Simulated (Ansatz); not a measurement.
# C₂H₇ClOSi: a ladder of functionals and wavefunction methods

One table from this session's results is given with a row withheld; the runs are named, their logs left out.

Program: Ansatz 0.2.0, Gaussian basis. Level of theory: functionals in def2-TZVPP, the program's frozen cores in correlated methods. These are calculated values, not measurements.

Plan: LDA (SPW92), PBE-D4, revPBE-D4, BLYP-D4, r2SCAN-D4, B97M-V, PBE0-D4, B3LYP-D4, r2SCANh-D4, r2SCAN0-D4, HSE06-D4, BHLYP-D4, CAM-B3LYP-D4, LC-ωPBE, ωB97X-V, ωB97M-V, B2PLYP, PBE-QIDH; CCSD(T)/def2-SVP; CCSD(T)/def2-TZVPP; MP2/def2-QZVPP; extrapolation to the limit; RPA on PBE.

### Structure used throughout

All runs share one geometry, relaxed beforehand with PBE0-D4 in a triple-zeta def2 set.

12 atoms, charge 0, spin multiplicity 1.

Atoms are counted from 1 here; the program's logs count them from 0.

Bond lengths: O1–C2 1.416 Å, O1–H6 0.963 Å, C2–Si3 1.890 Å, C2–H7 1.102 Å, C2–H8 1.095 Å, Si3–C4 1.890 Å, Si3–H9 1.491 Å, Si3–H10 1.484 Å, C4–Cl5 1.795 Å, C4–H11 1.091 Å, C4–H12 1.090 Å. Angles: C2–O1–H6 108.4°, O1–C2–Si3 114.4°, O1–C2–H7 111.7°, O1–C2–H8 106.6°, Si3–C2–H7 109.6°, Si3–C2–H8 108.2°, H7–C2–H8 105.8°, C2–Si3–C4 110.4°, C2–Si3–H9 110.1°, C2–Si3–H10 110.9°, C4–Si3–H9 106.7°, C4–Si3–H10 108.6°, H9–Si3–H10 110.1°, Si3–C4–Cl5 110.4°, Si3–C4–H11 111.7°, Si3–C4–H12 112.5°, Cl5–C4–H11 106.8°, Cl5–C4–H12 106.9° and more.

Set-up of the first run:

Contents of in.yaml:

```yaml
crystal:
  periodic: [false, false, false]
  atoms:
    - {symbol: O, position_ang: [-0.970673, 1.273579, 1.459329]}
    - {symbol: C, position_ang: [-0.431887, -0.035609, 1.419974]}
    - {symbol: Si, position_ang: [0.897776, -0.293056, 0.102008]}
    - {symbol: C, position_ang: [0.120212, -0.317146, -1.620436]}
    - {symbol: Cl, position_ang: [-0.870893, 1.156284, -1.880389]}
    - {symbol: H, position_ang: [-1.255878, 1.511349, 0.571281]}
    - {symbol: H, position_ang: [-1.219191, -0.797488, 1.305622]}
    - {symbol: H, position_ang: [0.019703, -0.218176, 2.400133]}
    - {symbol: H, position_ang: [1.557999, -1.616646, 0.292464]}
    - {symbol: H, position_ang: [1.908195, 0.793417, 0.149469]}
    - {symbol: H, position_ang: [-0.545423, -1.171224, -1.751084]}
    - {symbol: H, position_ang: [0.866960, -0.340284, -2.414271]}
basis:
  gaussian: {orbitals: def2-TZVPP}
hamiltonian: {xc: lda}
output: {orbitals: {seedname: orbitals}}
```

Steps of the session up to this table: LDA; PBE-D4 (GGA); revPBE-D4 (GGA); BLYP-D4 (GGA); r2SCAN-D4 (meta-GGA); B97M-V (meta-GGA); PBE0-D4 (hybrid); B3LYP-D4 (hybrid); r2SCANh-D4 (hybrid); r2SCAN0-D4 (hybrid); HSE06-D4 (hybrid); BHLYP-D4 (hybrid); CAM-B3LYP-D4 (range-separated); LC-ωPBE (range-separated); ωB97X-V (range-separated); ωB97M-V (range-separated); B2PLYP (double hybrid); PBE-QIDH (double hybrid).

One of the session's tables, all rows but one given; the rest of the session is left out.

It belongs to the step «Frontier levels by functional». 

```
  functional  HOMO (eV)  gap (eV)
 LDA (SPW92)      -6.09      4.83
      PBE-D4      -5.95      4.91
   revPBE-D4      -5.90      4.95
     BLYP-D4      -5.86      4.94
   r2SCAN-D4      -6.27      5.53
      B97M-V      -6.43      5.65
     PBE0-D4      -7.50      7.47
    B3LYP-D4      -7.26      6.99
  r2SCANh-D4      -6.85      6.48
  r2SCAN0-D4      -7.72      7.89
    HSE06-D4          ?         ?
    BHLYP-D4      -8.95      9.89
CAM-B3LYP-D4      -8.93      9.96
     LC-ωPBE     -10.26     12.53
     ωB97X-V      -9.94     12.04
     ωB97M-V      -9.85     11.65
```

Estimate the missing values for HSE06-D4.

**Answer.** HOMO (eV): -7.09; gap (eV): 6.69. In the column «HOMO (eV)» it lies between B3LYP-D4 (-7.26) and r2SCANh-D4 (-6.85).
